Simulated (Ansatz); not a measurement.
# SnC2: the cost of one run

Program: Ansatz 0.2.0. PAW datasets, plane waves, zero pressure. These are computed values for a spin-unpolarised cell that may be hypothetical; none is a measurement.

## 1. The system as given

This is the cell as the run starts from it, not yet at rest; its lengths are not the crystal's.

The symmetry is P3m1 (No. 156, trigonal); conventional cell a = 3.168 Å, c = 7.760 Å, 11.24 Å³ an atom. Around C lie 3 C at 1.94 Å and 1 Sn at 1.94 Å; around C lie 3 Sn at 1.94 Å and 1 C at 1.94 Å; around C lie 4 Sn at 1.94 Å; around C lie 4 C at 1.94 Å; around Sn lie 4 C at 1.94 Å.

Coordinates:

```
C Sn
1.0
     3.16801    0.00000    0.00000
    -1.58400    2.74357    0.00000
     0.00000    0.00000    7.76000
C Sn
4 2
Direct
  0.00000 0.00000 0.00000
  0.66667 0.33333 0.66667
  0.33333 0.66667 0.33333
  0.66667 0.33333 0.91667
  0.33333 0.66667 0.58333
  0.00000 0.00000 0.25000
```

## 2. Relaxation with PBE

File input.yaml:

```yaml
crystal:
  lattice:
    - [3.168006734, 0.0, 0.0]
    - [-1.584003367, 2.743574311, 0.0]
    - [0.0, 0.0, 7.76]
  atoms:
    - { symbol: C, position: [0.0, 0.0, 0.0] }
    - { symbol: C, position: [0.6666666667, 0.3333333333, 0.6666666667] }
    - { symbol: C, position: [0.3333333333, 0.6666666667, 0.3333333333] }
    - { symbol: C, position: [0.6666666667, 0.3333333333, 0.9166666667] }
    - { symbol: Sn, position: [0.3333333333, 0.6666666667, 0.5833333333] }
    - { symbol: Sn, position: [0.0, 0.0, 0.25] }
kpoints:
  mp_grid: { grid: [12, 12, 4] }
hamiltonian:
  xc: pbe
scf:
  occupations: { method: fermi_dirac, width: 0.02 }
relax:
  f_tol: 0.005
  cell: {}
```

Run with:

```console
> ansatz run input.yaml --threads 4 --pin off --max-ram 6451MiB --backend cpu --events-out ev --progress --plain --runs-dir out
```

**Question.** How long does this run take on 4 threads of AMD EPYC 9R45 (Zen 5), shared host, and how much memory does it need?

About 15 s, with a peak of 0.5 GiB.
